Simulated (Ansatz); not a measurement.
# One shape, several levels: C6H6S (benzenethiol)

Aim: a comparison of 6 runs (HF/6-31G*, B2PLYP/6-31G*, B3LYP/6-31G*, PBE/6-31G*, SVWN5/6-31G*, wB97X/6-31G*) of C6H6S (benzenethiol). 

Program for the calculation: Ansatz 0.2.0.

48 further runs of the same task are left out: 48 set aside as unsound or not needed. Runs told in other sessions of the task aren't counted.

**1. Starting point**

The species is C6H6S (13 atoms), meant as a singlet with charge 0. As SMILES, `Sc1ccccc1`. One bond was lengthened or shortened from a relaxed shape.

Bond lengths: S1–C2 1.758 Å, C2–C3 1.393 Å, C3–C4 1.385 Å, C4–C5 1.387 Å, C5–C6 1.387 Å, C2–C7 1.392 Å, C6–C7 1.385 Å, S1–H8 1.341 Å, C3–H9 1.084 Å, C4–H10 1.247 Å, C5–H11 1.083 Å, C6–H12 1.084 Å, C7–H13 1.084 Å. Some angles: S1–C2–C3 117.7°, S1–C2–C7 122.9°, C3–C2–C7 119.4°, C2–C3–C4 120.1°, C3–C4–C5 120.5°, C4–C5–C6 119.3°, C5–C6–C7 120.6°, C2–C7–C6 120.0°, C2–S1–H8 96.7°, C2–C3–H9 119.9°.

**2. A single-point energy at HF/6-31G(d) (spherical functions) (run 1)**

The input, in.yaml:

```yaml
crystal:
  periodic: [false, false, false]
  atoms:
    - {symbol: S, position_ang: [-0.205702, -2.276328, 1.817226]}
    - {symbol: C, position_ang: [-0.143152, -0.912678, 0.708766]}
    - {symbol: C, position_ang: [1.074578, -0.252488, 0.562856]}
    - {symbol: C, position_ang: [1.179978, 0.827892, -0.296594]}
    - {symbol: C, position_ang: [0.079158, 1.263632, -1.019344]}
    - {symbol: C, position_ang: [-1.132532, 0.605542, -0.873234]}
    - {symbol: C, position_ang: [-1.248332, -0.476338, -0.015694]}
    - {symbol: H, position_ang: [-1.500022, -2.572448, 1.629486]}
    - {symbol: H, position_ang: [1.940428, -0.586398, 1.123786]}
    - {symbol: H, position_ang: [2.276840, 1.408260, -0.416290]}
    - {symbol: H, position_ang: [0.164968, 2.109212, -1.690994]}
    - {symbol: H, position_ang: [-2.001482, 0.934892, -1.431664]}
    - {symbol: H, position_ang: [-2.201932, -0.981348, 0.089106]}
basis:
  gaussian:
    orbitals: 6-31G_st_-spherical.json
total_charge: 0
hamiltonian:
  xc: hf
accuracy: high
output:
  orbitals: {seedname: orbitals}
```

The basis set 6-31G* is read from a file made from the Basis Set Exchange's data (not shown).

Started as:

```
ansatz run in.yaml --threads 1 --pin off --max-ram 3480MiB --events-out events.jsonl --progress --plain --runs-dir runs
```

What it wrote:

```text
Warning: RAYON_NUM_THREADS=1 ignored (pool sized by the plan → 1); use --threads N
Functional definition: HF
  name "HF"
  exchange = exact_x
  correlation = 0
2799 factors; integrals over basis functions are off by at most 4.1e-9 eV
mean field evaluation 1: about -17090.7685 eV, gradient 3.0e1 eV
mean field evaluation 2: about -17090.7791 eV, gradient 3.0e1 eV
mean field evaluation 4: about -17093.8893 eV, gradient 4.1e0 eV
mean field evaluation 8: about -17093.9456 eV, gradient 6.1e-4 eV
mean field -17093.94555448 eV, -628.1909124346 hartree, gradient 1.4e-8 eV, S^2 0.000000; 0 other end points of the search recorded, 0 dependent functions left out
reference -17093.94555448 eV, -628.1909124346 hartree; 29, 29 occupied and 85, 85 virtual orbitals, 2799 factors
Total energy: -17093.94555448 eV, -628.1909124346 hartree
```

Wall time 6.6 s (1 thread of Intel Xeon Platinum 8488C (Sapphire Rapids), shared host); peak memory 0.46 GiB.

**3. The energy at B2PLYP/6-31G(d) (spherical functions) (run 2)**

The input, job.yaml:

```yaml
basis:
  gaussian: {orbitals: 6-31G_st_-spherical.json}
crystal:
  periodic: [false, false, false]
  atoms:
    - {symbol: S, position_ang: [-0.205702, -2.276328, 1.817226]}
    - {symbol: C, position_ang: [-0.143152, -0.912678, 0.708766]}
    - {symbol: C, position_ang: [1.074578, -0.252488, 0.562856]}
    - {symbol: C, position_ang: [1.179978, 0.827892, -0.296594]}
    - {symbol: C, position_ang: [0.079158, 1.263632, -1.019344]}
    - {symbol: C, position_ang: [-1.132532, 0.605542, -0.873234]}
    - {symbol: C, position_ang: [-1.248332, -0.476338, -0.015694]}
    - {symbol: H, position_ang: [-1.500022, -2.572448, 1.629486]}
    - {symbol: H, position_ang: [1.940428, -0.586398, 1.123786]}
    - {symbol: H, position_ang: [2.276840, 1.408260, -0.416290]}
    - {symbol: H, position_ang: [0.164968, 2.109212, -1.690994]}
    - {symbol: H, position_ang: [-2.001482, 0.934892, -1.431664]}
    - {symbol: H, position_ang: [-2.201932, -0.981348, 0.089106]}
magnetization: {spin_polarized: false, initial_magnetization: 0}
hamiltonian: {xc: {name: B2PLYP}}
correlation: {frozen_orbitals: {C: 1, H: 0, S: 5}}
accuracy: high
output: {orbitals: {seedname: orbitals}}
```

The basis set 6-31G* is read from a file made from the Basis Set Exchange's data (not shown).

Started as:

```
ansatz run job.yaml --threads 1 --pin off --max-ram 3480MiB --events-out events.jsonl --progress --plain --runs-dir runs
```

What it wrote (excerpt; [...] marks lines left out):

```text
Warning: RAYON_NUM_THREADS=1 ignored (pool sized by the plan → 1); use --threads N
Functional definition: B2PLYP
  name "B2PLYP"
[...]
2799 factors; integrals over basis functions are off by at most 4.1e-9 eV
[...]
mean field -17134.83645632 eV, -629.6936253605 hartree, gradient 3.4e-8 eV, S^2 0.000000; 0 other end points of the search recorded, 0 dependent functions left out
11 core orbitals not correlated: weight in the atoms' cores, before any rotation towards them, 1.000 or more for the frozen orbitals, at most 0.000 for the correlated occupied ones
reference -17134.83648226 eV, -629.6936263139 hartree; 18, 18 occupied and 85, 85 virtual orbitals, 2799 factors
second order -29.35966123 eV of doubles, -0.00000000 eV of singles
Total energy: -17142.76359080 eV, -629.9849421792 hartree
```

Run time: 19 s. Hardware: 1 thread of Intel Xeon Platinum 8488C (Sapphire Rapids), shared host; peak memory 0.52 GiB.

Runs 3 to 4 aren't shown in full; the table further down has their settings and results.

**4. The energy at SVWN5/6-31G(d) (spherical functions) (run 5)**

The input, molecule.yaml:

```yaml
crystal:
  periodic: [false, false, false]
  atoms:
    - {symbol: S, position_ang: [-0.205702, -2.276328, 1.817226]}
    - {symbol: C, position_ang: [-0.143152, -0.912678, 0.708766]}
    - {symbol: C, position_ang: [1.074578, -0.252488, 0.562856]}
    - {symbol: C, position_ang: [1.179978, 0.827892, -0.296594]}
    - {symbol: C, position_ang: [0.079158, 1.263632, -1.019344]}
    - {symbol: C, position_ang: [-1.132532, 0.605542, -0.873234]}
    - {symbol: C, position_ang: [-1.248332, -0.476338, -0.015694]}
    - {symbol: H, position_ang: [-1.500022, -2.572448, 1.629486]}
    - {symbol: H, position_ang: [1.940428, -0.586398, 1.123786]}
    - {symbol: H, position_ang: [2.276840, 1.408260, -0.416290]}
    - {symbol: H, position_ang: [0.164968, 2.109212, -1.690994]}
    - {symbol: H, position_ang: [-2.001482, 0.934892, -1.431664]}
    - {symbol: H, position_ang: [-2.201932, -0.981348, 0.089106]}
basis:
  gaussian: {orbitals: 6-31G_st_-spherical.json}
hamiltonian: {xc: {name: SVWN5}}
accuracy: high
output: {orbitals: {seedname: orbitals}}
```

The basis set 6-31G* is read from a file made from the Basis Set Exchange's data (not shown).

Started as:

```
ansatz run molecule.yaml --threads 1 --pin off --max-ram 3480MiB --events-out events.jsonl --progress --plain --runs-dir runs
```

What it wrote:

```text
Warning: RAYON_NUM_THREADS=1 ignored (pool sized by the plan → 1); use --threads N
Functional definition: SVWN5
  name "SVWN5"
  exchange = slater_x
  correlation = vwn5_c
2799 factors; integrals over basis functions are off by at most 4.1e-9 eV
mean field evaluation 1: about -17046.3799 eV, gradient 6.5e1 eV
mean field evaluation 2: about -16977.4938 eV, gradient 1.4e2 eV
mean field evaluation 4: about -17057.7846 eV, gradient 1.3e1 eV
mean field evaluation 8: about -17058.2325 eV, gradient 3.2e-1 eV
mean field evaluation 16: about -17058.2093 eV, gradient 9.3e-4 eV
mean field -17058.20932045 eV, -626.8776300571 hartree, gradient 9.6e-8 eV, S^2 0.000000; 0 other end points of the search recorded, 0 dependent functions left out
reference -17058.20932331 eV, -626.8776301619 hartree; 29, 29 occupied and 85, 85 virtual orbitals, 2799 factors
Total energy: -17058.20932331 eV, -626.8776301619 hartree
```

Wall time 7.2 s (1 thread of Intel Xeon Platinum 8488C (Sapphire Rapids), shared host); peak memory 0.39 GiB.

**5. The energy at wB97X/6-31G(d) (spherical functions) (run 6)**

Changes to molecule.yaml since step 4:

```diff
@@ -17,5 +17,8 @@
 basis:
-  gaussian: {orbitals: 6-31G_st_-spherical.json}
-hamiltonian: {xc: {name: SVWN5}}
+  gaussian:
+    orbitals: 6-31G_st_-spherical.json
+total_charge: 0
+output: {orbitals: {seedname: orbitals}}
 accuracy: high
-output: {orbitals: {seedname: orbitals}}
+hamiltonian:
+  xc: {name: wB97X}
```

The basis set 6-31G* is read from a file made from the Basis Set Exchange's data (not shown).

Started as:

```
ansatz run molecule.yaml --threads 1 --pin off --max-ram 3480MiB --events-out events.jsonl --progress --plain --runs-dir runs
```

What it wrote (excerpt; [...] marks lines left out):

```text
Warning: RAYON_NUM_THREADS=1 ignored (pool sized by the plan → 1); use --threads N
Functional definition: wB97X
  name "wB97X"
[...]
      + exact_x_lr(omega)
[...]
      + integral(e_c_pw_opposite_spin*poly(b97_u_opposite, 1, cos1, cos2, cos3, cos4))
2799 factors; integrals over basis functions are off by at most 4.1e-9 eV
450 factors; integrals over basis functions are off by at most 2.2e-9 eV
[...]
mean field -17152.13177363 eV, -630.3292165485 hartree, gradient 4.1e-8 eV, S^2 0.000000; 0 other end points of the search recorded, 0 dependent functions left out
reference -17152.13177103 eV, -630.3292164527 hartree; 29, 29 occupied and 85, 85 virtual orbitals, 2799 factors
Total energy: -17152.13177103 eV, -630.3292164527 hartree
```

Run time: 35 s. Hardware: 1 thread of Intel Xeon Platinum 8488C (Sapphire Rapids), shared host; peak memory 0.84 GiB.

**6. All runs side by side**

```
run                                level  frozen core orbitals  energy (Eh)  HOMO energy (eV)  LUMO energy (eV)  HOMO–LUMO gap (eV)  wall time
  1      HF/6-31G* (spherical functions)                     –  -628.190912             -8.29              3.75               12.04      6.6 s
  2  B2PLYP/6-31G* (spherical functions)                    11  -629.984942             -6.93              1.49                8.42       19 s
  3   B3LYP/6-31G* (spherical functions)                     –  -630.413315             -5.93             -0.09                5.85       13 s
  4     PBE/6-31G* (spherical functions)                     –  -629.918915             -5.15             -0.86                4.29       10 s
  5   SVWN5/6-31G* (spherical functions)                     –  -626.877630             -5.27             -1.04                4.22      7.2 s
  6   wB97X/6-31G* (spherical functions)                     –  -630.329216             -8.36              2.15               10.52       35 s
```

**7. Summary of results**

```
            quantity          value
 run 6: total energy  -630.32922 Eh
  run 6: HOMO energy       -8.36 eV
  run 6: LUMO energy        2.15 eV
run 6: HOMO–LUMO gap       10.52 eV
```

What this shows: The HOMO–LUMO gap runs from 4.22 eV (SVWN5/6-31G*) to 12.04 eV (HF/6-31G*). Exact exchange widens orbital gaps. Totals of different functionals can't be ranked against each other. All runs together took 92 s, the longest 35 s.
